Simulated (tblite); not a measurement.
# C5H7ClO2Si: the cost of one run

Computed with tblite 0.8.0 and PySCF 2.14.0, with density-fitted response routines of our own, on a single molecule in the gas phase. Atoms count from 0, in the outputs and in this text.

### 1 Starting geometry

16 atoms, charge 0, multiplicity 1; geometry from: force field or distance geometry start.

Bonds of the start (Å): O0–C1 1.23, C1–C2 1.48, C2–C3 1.48, C3–C4 1.32, C4–O5 1.39, O5–Si6 1.76, Si6–C7 1.85, C7–Cl8 1.77, Si6–C1 1.87, C2–H9 1.11, C2–H10 1.11, C3–H11 1.11, C4–H12 1.10, Si6–H13 1.46, C7–H14 1.13, C7–H15 1.10.

### 2 Optimising the geometry with GFN2-xTB

What the job is given:

```
{"job": {"kind": "relax", "xc": "GFN2-xTB", "basis": "xTB"}, "charge": 0, "multiplicity": 1}
O     -0.154400    -2.152000     1.195700
C     -0.320800    -1.096500     0.592500
C     -1.569300    -0.753700    -0.124600
C     -1.941200     0.673900    -0.069600
C     -1.091900     1.677000    -0.177000
O      0.265300     1.496600    -0.398400
Si     1.017300     0.204600     0.527800
C      2.507800    -0.394300    -0.392100
Cl     2.678500     0.298000    -2.006800
H     -1.527100    -1.055900    -1.193100
H     -2.371800    -1.341500     0.378400
H     -3.009800     0.894100     0.107500
H     -1.549200     2.675700    -0.097000
H      1.296400     0.603900     1.903100
H      2.366000    -1.506800    -0.487300
H      3.396400    -0.214200     0.229500
```

Command:

```bash
$ OMP_NUM_THREADS=1 python probes_run.py task.json out
```

This one command runs all jobs of the session in turn.

Q: Estimate the wall time and peak memory of this first job on 1 thread of Arm Neoverse N1, shared host.

About 2.1 s, with a peak of 0.18 GiB.
